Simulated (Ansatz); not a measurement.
H4O2Si, SMILES O[SiH2]O, the interaction energy of a dimer with the counterpoise correction

Computed with the Ansatz DFT code, driven from Python.

Run as a notebook:

In [1]:
```python
import ansatz
```

In [2]:
```python
BASIS = "cc-pVDZ"
METHOD = "mp2"
```

In [3]:
```python
FIRST = [
    ("O", (-1.3632, -0.2027, 0.2687)),
    ("Si", (0.1024, 0.4479, 0.0256)),
    ("O", (1.0765, -0.8174, -0.3162)),
    ("H", (-1.7536, -0.5103, -0.5432)),
    ("H", (0.0809, 1.3675, -1.1421)),
    ("H", (0.5683, 1.1313, 1.2594)),
    ("H", (1.2884, -1.4165, 0.4476)),
]
SECOND = [
    ("O", (4.7377, -0.298, 0.6409)),
    ("Si", (4.0731, -1.6896, 1.1429)),
    ("O", (3.8636, -2.5732, -0.2143)),
    ("H", (5.6417, -0.4155, 0.3668)),
    ("H", (4.9991, -2.4155, 2.0513)),
    ("H", (2.7608, -1.4252, 1.7868)),
    ("H", (3.1454, -2.2603, -0.8254)),
]
```

In [4]:
```python
def energy(atoms, ghosts=()):
    molecule = ansatz.Crystal.molecule()
    for symbol, xyz in atoms:
        molecule = molecule.atom(symbol, xyz)
    calc = (
        molecule.calculation()
        .basis(gaussian=BASIS)
        .correlation(METHOD)
    )
    deck = calc.input()
    if ghosts:
        deck = deck.set(ansatz.key.basis.gaussian.ghost_atoms, [{"symbol": s, "position_ang": list(xyz)} for s, xyz in ghosts])
    return ansatz.Session.from_dict(deck).plan().execute().report["free_energy_ev"]
```

In [5]:
```python
# monomers in their own basis and in the basis of the dimer
both = energy(FIRST + SECOND)
alone = energy(FIRST) + energy(SECOND)
ghosted = energy(FIRST, SECOND) + energy(SECOND, FIRST)
print(f"dimer {both:.6f} eV")
print(f"interaction, uncorrected   {(both - alone):8.3f} eV")
print(f"interaction, counterpoise  {(both - ghosted):8.3f} eV")
print(f"basis-set superposition    {(alone - ghosted):8.3f} eV")
```
```text
dimer -24030.223208 eV
interaction, uncorrected     -0.195 eV
interaction, counterpoise    -0.053 eV
basis-set superposition       0.141 eV
```

Uncorrected it is -0.195 eV, with the counterpoise correction -0.053 eV; the difference, 0.142 eV, is the superposition error.

Total energies depend on the basis set; only differences at equal settings carry meaning. The dimer is a generated trial pose of unrelaxed monomers, not a minimum, so the figure is no binding energy, and the basis set is small. Hardware and time: 8.9 s on 1 thread of Arm Neoverse V1, with other jobs on the host, peak memory 0.33 GiB.
